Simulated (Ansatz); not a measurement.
**SnH2Cl2: a ladder of functionals and wavefunction methods**

One table from this session's results is given with a row withheld; the runs are named, their logs left out.

The runs use Ansatz 0.2.0, Gaussian basis; functionals in def2-TZVPP, the program's frozen cores in correlated methods.

Plan: LDA (SPW92), PBE-D4, revPBE-D4, BLYP-D4, r2SCAN-D4, B97M-V, PBE0-D4, B3LYP-D4, r2SCANh-D4, r2SCAN0-D4, HSE06-D4, BHLYP-D4, CAM-B3LYP-D4, LC-ωPBE, ωB97X-V, ωB97M-V, B2PLYP, PBE-QIDH; CCSD(T)/def2-SVP; CCSD(T)/def2-TZVPP; CCSD(T)/def2-QZVPP; extrapolation to the limit; RPA on PBE.

### The relaxed structure

All runs share one geometry, relaxed beforehand with PBE0-D4 in a triple-zeta def2 set. Sn takes the def2 core potential; no spin-orbit term is included.

5 atoms, charge 0, spin multiplicity 1.

Atoms are counted from 1 here; the program's logs count them from 0.

Bond lengths: Cl1–Sn2 2.316 Å, Sn2–Cl3 2.316 Å, Sn2–H4 1.695 Å, Sn2–H5 1.695 Å. Angles: Cl1–Sn2–Cl3 106.5°, Cl1–Sn2–H4 107.8°, Cl1–Sn2–H5 107.8°, Cl3–Sn2–H4 107.8°, Cl3–Sn2–H5 107.8°, H4–Sn2–H5 118.6°.

The first run:

in.yaml

```yaml
crystal:
  periodic: [false, false, false]
  atoms:
    - {symbol: Cl, position_ang: [-1.795273, -0.326183, 1.206485]}
    - {symbol: Sn, position_ang: [0.192391, -0.102919, 0.038596]}
    - {symbol: Cl, position_ang: [-0.250419, 1.295513, -1.753868]}
    - {symbol: H, position_ang: [0.602165, -1.626263, -0.582063]}
    - {symbol: H, position_ang: [1.301036, 0.686252, 1.049448]}
basis:
  gaussian: {orbitals: def2-TZVPP}
hamiltonian: {xc: lda}
output: {orbitals: {seedname: orbitals}}
```

On the command line:

```bash
$ ansatz run in.yaml --threads 2 --pin off --events-out ev --progress --plain --max-ram 32768MiB --backend cpu
```

Among the steps run: LDA; PBE-D4 (GGA); revPBE-D4 (GGA); BLYP-D4 (GGA); r2SCAN-D4 (meta-GGA); B97M-V (meta-GGA); B3LYP-D4 (hybrid); r2SCANh-D4 (hybrid); r2SCAN0-D4 (hybrid); HSE06-D4 (hybrid); BHLYP-D4 (hybrid); CAM-B3LYP-D4 (range-separated); LC-ωPBE (range-separated); ωB97X-V (range-separated); ωB97M-V (range-separated); B2PLYP (double hybrid); PBE-QIDH (double hybrid).

One of the session's tables, all rows but one given; the rest of the session is left out.

It belongs to the step «Frontier levels by functional». 

| functional | HOMO (eV) | gap (eV) |
| --- | --- | --- |
| LDA (SPW92) | -7.67 | 5.12 |
| PBE-D4 | -7.58 | 5.28 |
| revPBE-D4 | -7.54 | 5.32 |
| BLYP-D4 | -7.43 | 5.17 |
| r2SCAN-D4 | -7.94 | 5.89 |
| B97M-V | -8.05 | 6.02 |
| PBE0-D4 | -8.94 | 7.57 |
| B3LYP-D4 | -8.68 | 7.00 |
| r2SCANh-D4 | -8.43 | 6.72 |
| r2SCAN0-D4 | -9.17 | 7.96 |
| HSE06-D4 | -8.54 | 6.80 |
| BHLYP-D4 | -10.16 | 9.75 |
| CAM-B3LYP-D4 | -10.29 | 9.91 |
| LC-ωPBE | -11.70 | 12.57 |
| ωB97X-V | -11.34 | 12.08 |
| ωB97M-V | ? | ? |

Estimate the missing values for ωB97M-V.

**Answer.** HOMO (eV): -11.15; gap (eV): 11.72. In the column «HOMO (eV)» it lies between ωB97X-V (-11.34) and CAM-B3LYP-D4 (-10.29).
